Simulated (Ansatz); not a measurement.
**Si2C3: further runs on a relaxed guess**

The task, for Si2C3: see whether it has a gap, which orbitals make up the states near it and how charge is shared.

Method: DFT PBE, scalar-relativistic, plane waves, PAW, in Ansatz 0.2.0.

### Step 1. The system as given

Symmetry: P6/mmm, No. 191, hexagonal system. The conventional cell has a = 2.807 Å, b = 2.807 Å, c = 8.723 Å, α = 90.00°, β = 90.00°, γ = 120.00°. Si (site symmetry 6mm) is surrounded by 1 C at 1.81 Å. C (site symmetry 6mm) has 1 C at 1.28 Å as nearest neighbours. Around C (site symmetry 6/mmm) lie 2 C at 1.28 Å.

Structure file:

```xyz
5
Lattice="2.8068 0.0000 0.0000 -1.4034 2.4308 0.0000 0.0000 0.0000 8.7229" Properties=species:S:1:pos:R:3 pbc="T T T"
Si    0.0000    0.0000    7.4487
Si    0.0000    0.0000    1.2741
C     0.0000    0.0000    3.0855
C     0.0000    0.0000    4.3614
C     0.0000    0.0000    5.6373
```

It is the end of an earlier relaxation with the same method, from a generated guess; it is a trial structure. At a tolerance of 0.05 Å it has space group P6/mmm (No. 191); it has 11.90 Å³/atom, an uncorrected energy of +1.16 eV/atom over the elements.

### Step 2. Static run: bands, density of states and charges

input.yaml reads:

```yaml
crystal:
  lattice:
    - [2.8068357186, 0.0, 0.0]
    - [-1.4034178593, 2.4307910365, 0.0]
    - [0.0, 0.0, 8.7228522815]
  atoms:
    - { symbol: Si, position: [0.0, 0.0, 0.8539322068] }
    - { symbol: Si, position: [0.0, 0.0, 0.1460677932] }
    - { symbol: C, position: [0.0, 0.0, 0.3537296117] }
    - { symbol: C, position: [0.0, 0.0, 0.5] }
    - { symbol: C, position: [0.0, 0.0, 0.6462703883] }
basis:
  ecutwfc: 420
kpoints:
  mp_grid: { grid: [18, 18, 6] }
  band_path:
    path:
      - [[0.0, 0.0, 0.0], [0.5, 0.0, 0.0], [0.33333333, 0.33333333, 0.0], [0.0, 0.0, 0.0], [0.0, 0.0, 0.5], [0.5, 0.0, 0.5], [0.33333333, 0.33333333, 0.5], [0.0, 0.0, 0.5]]
      - [[0.5, 0.0, 0.5], [0.5, 0.0, 0.0]]
      - [[0.33333333, 0.33333333, 0.5], [0.33333333, 0.33333333, 0.0]]
    npoints: 14
hamiltonian:
  xc: pbe
scf:
  occupations: { method: gaussian, width: 0.1 }
  n_extra_bands: 12
output:
  forces: true
  stress: true
  eigenvalues: true
  populations: true
  dos: { projected: true, de: 0.02, nscf_kmesh: { grid: [22, 22, 8] } }
  bader: true
  write_density: true
  write_potential: true
  elf: true
  volumetric_format: npy
```

Run with:

```console
ansatz run input.yaml --threads 1 --pin off --max-ram 2560MiB --backend cpu --events-out ev --progress --plain --runs-dir out
```

Log:

```text
Warning: RAYON_NUM_THREADS=1 ignored (pool sized by the plan → 1); use --threads N
scf.n_extra_bands = 12 over 10 filled bands (N_el = 20.0): the run solves 22 bands
Engine: ansatz 0.2.0, x86_64-unknown-linux-gnu
Pseudopotentials: kind: paw
Pseudopotential: Si, paw, valence charge 4, recommended cutoff 420 eV (normal), Si.paw.azcp
Pseudopotential: C, paw, valence charge 4, recommended cutoff 420 eV (normal), C.paw.azcp
Functional definition: PBE
  parameter kappa = 0.804
  parameter beta = 0.06672455060314922
  exchange = pbe_x(kappa = kappa, mu = beta*pi^2/3)
  correlation = pbe_c(beta = beta)
Crystal: 5 atoms, lattice volume = 59.515 Å³
Basis set: ecut = 420 eV, 1181 PW (Γ), exchange–correlation on 40×40×120 points (8 copies of the dense FFT grid, shifted against one another)
Bands: 22, of which v1, the nominal top of the filled ones, is band 10 counted from 1 (9 counted from 0)
Symmetry: 24 space group operations
Space group: P6/mmm (ITA 191), of the structure as read, at distance tolerance 3.9e-5 Å
k-points: 148 of 1944
Non-local potential: Si, projectors of the file, l = 0: 2, l = 1: 2, l = 2: 2
Non-local potential: C, projectors of the file, l = 0: 2, l = 1: 2, l = 2: 1
PAW form: soft (Blöchl's): semilocal exchange-correlation on the pseudo side does not see the compensation charge
PAW one-centre angular grid: Si, 110 points (default); XC on 64 Gauss nodes
PAW one-centre angular grid: C, 110 points (default); XC on 64 Gauss nodes
Initial density: superposition of atomic densities (neutral atoms: chi_scale 0, normalization atom), corrected by the library's trained network
Initial wavefunctions: pseudopotential atomic-orbital guess
Functional: x = pbe(κ = 0.804, μ = 0.2195149727645171), c = pbe(β = 0.06672455060314922)
SCF iter   1: F=—  HF=-2018.772211 eV  |F-HF|=—  |Δ(HF+E_count)|=         —  Δρ=1.46e-2  dr2=8.71e-1  ethr=1.77e-3  ⟨swp⟩=5.2  Hψ=17534  notcnv=0  defer=288
preconditioner: auto → none  [metal: Δε(μ)=0.007 eV  Ē_g=13.981 eV  σ=0.100 eV  W_gap=0.04  n_scr=6 (ndim 8)  ℏωp=21.5 eV  f_vac=0.000  D(μ)=1.76/eV (n_scr^D=6)  sad-step TF]
SCF iter   2: F=—  HF=-2018.756551 eV  |F-HF|=—  |Δ(HF+E_count)|=   1.57e-2  Δρ=1.23e-2  dr2=7.43e-1  ethr=1.77e-3  ⟨swp⟩=1.0  Hψ=4440  notcnv=0  defer=299
SCF iter   3: F=—  HF=-2018.677956 eV  |F-HF|=—  |Δ(HF+E_count)|=   7.86e-2  Δρ=4.16e-3  dr2=1.79e-2  ethr=1.77e-3  ⟨swp⟩=2.0  Hψ=3335  notcnv=0  defer=299
SCF iter   4: F=—  HF=-2018.675009 eV  |F-HF|=—  |Δ(HF+E_count)|=   2.95e-3  Δρ=1.87e-3  dr2=1.75e-2  ethr=8.95e-5  ⟨swp⟩=2.5  Hψ=5485  notcnv=0  defer=831
SCF iter   5: F=—  HF=-2018.672727 eV  |F-HF|=—  |Δ(HF+E_count)|=   2.28e-3  Δρ=4.52e-4  dr2=8.37e-5  ethr=8.73e-5  ⟨swp⟩=1.2  Hψ=2445  notcnv=0  defer=831
SCF iter   6: F=—  HF=-2018.672788 eV  |F-HF|=—  |Δ(HF+E_count)|=   6.14e-5  Δρ=1.11e-4  dr2=3.76e-6  ethr=4.19e-7  ⟨swp⟩=2.3  Hψ=3917  notcnv=0  defer=831
SCF iter   7: F=—  HF=-2018.672792 eV  |F-HF|=—  |Δ(HF+E_count)|=   3.72e-6  Δρ=2.80e-5  dr2=4.98e-7  ethr=1.88e-8  ⟨swp⟩=2.0  Hψ=3874  notcnv=0  defer=831
SCF iter   8: F=-2018.672792 eV  HF=-2018.672792 eV  |F-HF|=3.07e-8  |Δ(HF+E_count)|=   1.53e-8  Δρ=6.51e-6  dr2=4.29e-8  ethr=5.00e-10  ⟨swp⟩=14.9  Hψ=25857  notcnv=0
SCF 1 converged in 8 iterations: F = -2018.672792 eV  dr2 = 4.29e-8
NSCF: frozen V_eff on 129 k-points
NSCF: frozen V_eff on 260 k-points
SCF converged after 8 iterations
Free energy (F): -2018.672792 eV
Harris-Foulkes:  -2018.672792 eV  (|F-HF|=3.07e-8)
Internal energy: -2018.663704 eV  (E = F + TS)
E sigma→0 (E₀):  -2018.668248 eV
Entropy (-TS):   -0.009088 eV (-1.818 meV/atom)
Fermi energy:    7.545009 eV
--- Per-component energies (eV) ---
  E_band       = 16.722210
  E_kinetic    = 344.499627
  E_local      = -541.978259  (includes V_loc(G=0)·N_el)
  E_nonlocal   = 133.985816
  E_hartree    = 185.967030
  E_xc         = -251.343144
  E_vxc        = -267.809462  (∫ρ·V_xc dr)
  E_paw        = -1322.259626  (= ΣΔE_a)
  E_vpaw       = -23.906554  (= ΣTr[D̂ρ^β])
  E_aug_tail   = 0.000031  (compensation charges beyond the density's cutoff)
  E_ewald      = -567.535179
  E_smearing   = -0.009088  (= −TS)
  E_closure    = 0.000000  (closes the sum)
  Σ components = -2018.672792   (vs F -2018.672792, Δ=0.00e0)
--- Forces (eV/Å), atoms counted from 1 ---
  atom   1  Si     0.00000000     0.00000000    -0.00009926
  atom   2  Si     0.00000000     0.00000000     0.00009926
  atom   3  C      0.00000000     0.00000000    -0.00121185
  atom   4  C      0.00000000     0.00000000     0.00000000
  atom   5  C      0.00000000     0.00000000     0.00121185
  max |Σ_I F_I| component: 9.25e-18 eV/Å
--- Stress (GPa, compression-positive) ---
        0.020618       0.000000       0.000000
        0.000000       0.020618       0.000000
        0.000000       0.000000      -0.028651
  P = ⅓ Tr σ = 0.0042 GPa (0.042 kbar)
--- Band table (eV; the first three rows and the last of 148) ---
  k-point 0: bands = ["-9.0426", "-6.5149", "-5.0489", "-2.6162", "-0.4849", "3.5620", "6.3685", "6.3685", "9.3500", "9.9513", "9.9513", "14.7654", "14.7654", "16.7295", "16.7967", "17.4960", "17.4960", "17.9370", "18.3101", "18.3101", "18.8301", "19.1748"]
  k-point 1: bands = ["-9.0395", "-6.5676", "-4.8953", "-2.8673", "-0.2499", "3.4267", "6.3686", "6.3686", "9.4445", "9.9495", "9.9495", "14.8197", "14.8197", "16.3260", "17.0131", "17.1595", "17.1595", "18.1044", "18.6646", "18.6646", "18.8213", "19.1788"]
  k-point 2: bands = ["-9.0334", "-6.6583", "-4.5052", "-3.4005", "0.1813", "3.1313", "6.3684", "6.3684", "9.6331", "9.9457", "9.9457", "14.9463", "14.9463", "15.9193", "16.7174", "16.7174", "17.0935", "18.3928", "18.7962", "19.1355", "19.1355", "19.1869"]
  k-point 147: bands = ["-6.8383", "-4.2785", "-0.1749", "0.2280", "2.1089", "2.1089", "3.5387", "3.5387", "3.9361", "6.1502", "6.1502", "6.8447", "6.8447", "9.2367", "13.0308", "13.0308", "15.2687", "15.2687", "15.5993", "19.4405", "21.8457", "21.8457"]
--- Löwdin populations: 5 sites ---
  site symbol       q [e]
     0     Si      3.7028
     1     Si      3.7028
     2      C      4.2169
     3      C      3.9230
     4      C      4.2169
  spilling = 0.011878 (of n_electrons = 20.000000)
--- Bader charges: 5 sites ---
  site symbol  charge [e]  shift [e]
     0     Si      0.7475     0.0040
     1     Si      0.7475     0.0040
     2      C     -0.6813     0.0140
     3      C     -0.1324     0.0200
     4      C     -0.6813     0.0140
  estimated error of the sums over rays = 3.1e-4 e
```

It took 83 s on 1 thread of Intel Xeon at 2.70GHz, shared host; peak memory 0.49 GiB.

Per atom:

```csv
atom,Löwdin electrons,Bader charge (e),Bader volume (Å³)
Si1,3.70,+0.75,13.8
Si2,3.70,+0.75,13.8
C3,4.22,-0.68,11.5
C4,3.92,-0.13,8.8
C5,4.22,-0.68,11.5
```

The Löwdin counts miss 0.24 of the 20 electrons, which the atomic orbitals do not span, so they are no charges.

bands.tsv at the labelled points (eV, zero at the Fermi level; the bands nearest the Fermi level):

```tsv
point	band 8	band 9	band 10	band 11	band 12	band 13	band 14	band 15
Γ	-1.18	1.80	2.41	2.41	7.22	7.22	9.18	9.25
M	-4.72	-2.35	-0.63	0.03	1.02	2.06	4.20	4.76
K	-3.28	-3.28	-2.95	-2.95	0.90	0.90	1.90	3.70
Γ	-1.18	1.80	2.41	2.41	7.22	7.22	9.18	9.25
A	-1.18	2.18	2.40	2.40	7.48	7.48	8.21	8.98
L	-3.17	-2.35	-2.24	-0.19	0.97	4.12	4.91	5.12
H	-4.01	-3.61	-1.40	-1.40	-0.70	-0.70	1.69	5.49
A	-1.18	2.18	2.40	2.40	7.48	7.48	8.21	8.98
L	-3.17	-2.35	-2.24	-0.19	0.97	4.12	4.91	5.12
M	-4.72	-2.35	-0.63	0.03	1.02	2.06	4.20	4.76
H	-4.01	-3.61	-1.40	-1.40	-0.70	-0.70	1.69	5.49
K	-3.28	-3.28	-2.95	-2.95	0.90	0.90	1.90	3.70
```

States per cell in windows of 1 eV, from dos.tsv and pdos.tsv (zero at the Fermi level):

```csv
from,to,total,Si 3s,Si 3p,C 2s,C 2p
-8,-7,0.96,0.21,0.23,0.06,0.46
-7,-6,1.22,0.03,0.40,0.07,0.71
-6,-5,1.51,0.04,0.57,0.09,0.80
-5,-4,1.46,0.15,0.52,0.08,0.70
-4,-3,2.40,0.26,0.91,0.15,1.06
-3,-2,1.89,0.09,0.51,0.03,1.25
-2,-1,1.87,0.12,0.42,0.02,1.26
-1,0,1.37,0.14,0.51,0.03,0.64
0,1,1.58,0.19,0.51,0.04,0.76
1,2,1.81,0.17,0.55,0.08,0.91
2,3,1.41,0.17,0.45,0.05,0.57
3,4,1.39,0.12,0.49,0.05,0.45
4,5,1.69,0.18,0.60,0.09,0.53
5,6,1.75,0.16,0.66,0.10,0.53
```

A further 7 or so states lie below the table's range.

Density in a lattice plane of the grid's cell (edges 2.81 and 8.72 Å, at 0.000 of the third edge), which holds Si and C.

Values in e/Å³, 12 rows by 6 columns:
```
0.33 0.37 0.28 0.20 0.28 0.37
0.09 0.25 0.31 0.24 0.31 0.25
0.97 0.62 0.22 0.13 0.22 0.62
1.89 1.23 0.31 0.12 0.31 1.23
2.52 1.32 0.30 0.11 0.30 1.32
1.83 1.29 0.30 0.10 0.30 1.29
2.52 1.32 0.30 0.11 0.30 1.32
1.89 1.23 0.31 0.12 0.31 1.23
0.97 0.62 0.22 0.13 0.22 0.62
0.09 0.25 0.31 0.24 0.31 0.25
0.33 0.37 0.28 0.20 0.28 0.37
0.38 0.28 0.15 0.10 0.15 0.28
```
Columns run along the first of these edges and rows up along the second, over one cell in 6 and 12 even steps from the bottom left corner. Atoms in the plane (fractional): Si at (0.00, 0.85), Si at (0.00, 0.15), C at (0.00, 0.35), C at (0.00, 0.50), C at (0.00, 0.65).

ELF in the same plane.

Values, 12 rows by 6 columns:
```
0.59 0.67 0.68 0.50 0.68 0.67
0.35 0.28 0.64 0.59 0.64 0.28
0.94 0.83 0.38 0.13 0.38 0.83
0.21 0.62 0.58 0.12 0.58 0.62
0.86 0.84 0.56 0.08 0.56 0.84
0.00 0.47 0.52 0.06 0.52 0.47
0.86 0.84 0.56 0.08 0.56 0.84
0.21 0.62 0.58 0.12 0.58 0.62
0.94 0.83 0.38 0.13 0.38 0.83
0.35 0.28 0.64 0.59 0.64 0.28
0.59 0.67 0.68 0.50 0.68 0.67
0.82 0.68 0.26 0.10 0.26 0.68
```
Columns run along the first of these edges and rows up along the second, over one cell in 6 and 12 even steps from the bottom left corner. Atoms in the plane (fractional): Si at (0.00, 0.85), Si at (0.00, 0.15), C at (0.00, 0.35), C at (0.00, 0.50), C at (0.00, 0.65).

Both are smooth fields of the valence electrons: close to the nuclei they are not physical.

Maxima of ELF outside the ion cores: 0.94 on the C–Si line, 0.9 Å from C; 0.88 between the atoms, 0.7 Å from C; 0.85 on the Si–Si line, 0.9 Å from Si.

### Step 3. The same system, input altered

input.yaml reads:

```yaml
crystal:
  lattice:
    - [2.8068357186, 0.0, 0.0]
    - [-1.4034178593, 2.4307910365, 0.0]
    - [0.0, 0.0, 8.7228522815]
  atoms:
    - { symbol: Si, position: [0.0, 0.0, 0.8539322068] }
    - { symbol: Si, position: [0.0, 0.0, 0.1460677932] }
    - { symbol: C, position: [0.0, 0.0, 0.3537296117] }
    - { symbol: C, position: [0.0, 0.0, 0.5] }
    - { symbol: C, position: [0.0, 0.0, 0.6462703883] }
basis:
  ecutwfc: 420
kpoints:
  mp_grid: { grid: [18, 18, 6] }
hamiltonian:
  xc: pbe
scf:
  occupations: { method: gaussian, width: 0.1 }
  convergence: { dr2_threshold: 0.0 }
  max_iter: 100
output:
  forces: true
  eigenvalues: true
  stress: true
```

Run with:

```console
ansatz run input.yaml --threads 1 --pin off --max-ram 2560MiB --backend cpu --events-out ev --progress --plain --runs-dir out
```

Log:

```text
Error: invalid value for `scf.convergence.dr2_threshold`: must be finite and > 0; got 0 eV
```

Wall time 0.04 s (1 thread of Intel Xeon at 2.70GHz, shared host); peak memory 0.037 GiB.

### Step 4. What went wrong

Nothing was computed: the input was turned down at the start. It says: «invalid value for `scf.convergence.dr2_threshold`: must be finite and > 0; got 0 eV»

The suspect setting: scf.convergence.dr2_threshold is 0.0. The number typed is not permitted for that setting.

Remedy: delete scf.convergence.dr2_threshold (the default then holds).

### Step 5. Results

```
                 quantity                         value
                      gap                  none (metal)
states at the Fermi level          1.66 per eV per cell
            Bader charges  Si +0.75, C -0.68 to -0.13 e
```

In words: Bands cross the Fermi level: a metal at this level of theory. Of the projected weight within 0.25 eV of the Fermi level, the largest part is C 2p (41 %) and Si 3p (37 %). Charge transfer between the atoms is moderate (Bader charges up to 0.7 e).
